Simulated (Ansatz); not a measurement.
# CsTl: the cost of one run

Program: Ansatz 0.2.0. Level of theory: DFT PBE, scalar-relativistic, plane waves, PAW, unless a step names another level. These are calculated values, not measurements.

## 1. The system as given

The structure is cubic, space group Pm-3m (No. 221). Conventional cell: a = 4.664 Å, b = 4.664 Å, c = 4.664 Å, α = 90.00°, β = 90.00°, γ = 90.00°. Around Cs (site symmetry m-3m) lie 8 Tl at 4.04 Å. Around Tl (site symmetry m-3m) lie 8 Cs at 4.04 Å.

Coordinates:

```xyz
2
Lattice="4.6636 0.0000 0.0000 0.0000 4.6636 0.0000 0.0000 0.0000 4.6636" Properties=species:S:1:pos:R:3 pbc="T T T"
Cs    2.3318    2.3318    2.3318
Tl    0.0000    0.0000    0.0000
```

The cell was relaxed beforehand at this level, from a database cell with other species swapped in; it needn't be the stable form of this composition. At a tolerance of 0.05 Å it has space group Pm-3m (No. 221); it has 50.71 Å³/atom, an uncorrected energy of +0.08 eV/atom over the elements.

## 2. Static run: bands, density of states and charges

The input, input.yaml:

```yaml
crystal:
  lattice:
    - [4.6635967755, 0.0, 0.0]
    - [0.0, 4.6635967755, 0.0]
    - [0.0, 0.0, 4.6635967755]
  atoms:
    - { symbol: Cs, position: [0.5, 0.5, 0.5] }
    - { symbol: Tl, position: [0.0, 0.0, 0.0] }
basis:
  ecutwfc: 420
kpoints:
  mp_grid: { grid: [12, 12, 12] }
  band_path:
    path:
      - [[0.0, 0.0, 0.0], [0.0, 0.5, 0.0], [0.5, 0.5, 0.0], [0.0, 0.0, 0.0], [0.5, 0.5, 0.5], [0.0, 0.5, 0.0]]
      - [[0.5, 0.5, 0.5], [0.5, 0.5, 0.0]]
    npoints: 14
hamiltonian:
  xc: pbe
scf:
  occupations: { method: gaussian, width: 0.1 }
  n_extra_bands: 6
output:
  forces: true
  stress: true
  eigenvalues: true
  populations: true
  dos: { projected: true, de: 0.02, nscf_kmesh: { grid: [15, 15, 15] } }
  bader: true
  write_density: true
  write_potential: true
  elf: true
  volumetric_format: npy
```

Command:

```console
ansatz run input.yaml --threads 1 --pin off --max-ram 2048MiB --backend cpu --events-out ev --progress --plain --runs-dir out
```

Q: Estimate wall time and peak memory on 1 thread of Intel Xeon Platinum 8259CL at 2.50GHz (Skylake/Cascade Lake), shared host.

About 33 s, with a peak of 0.49 GiB.
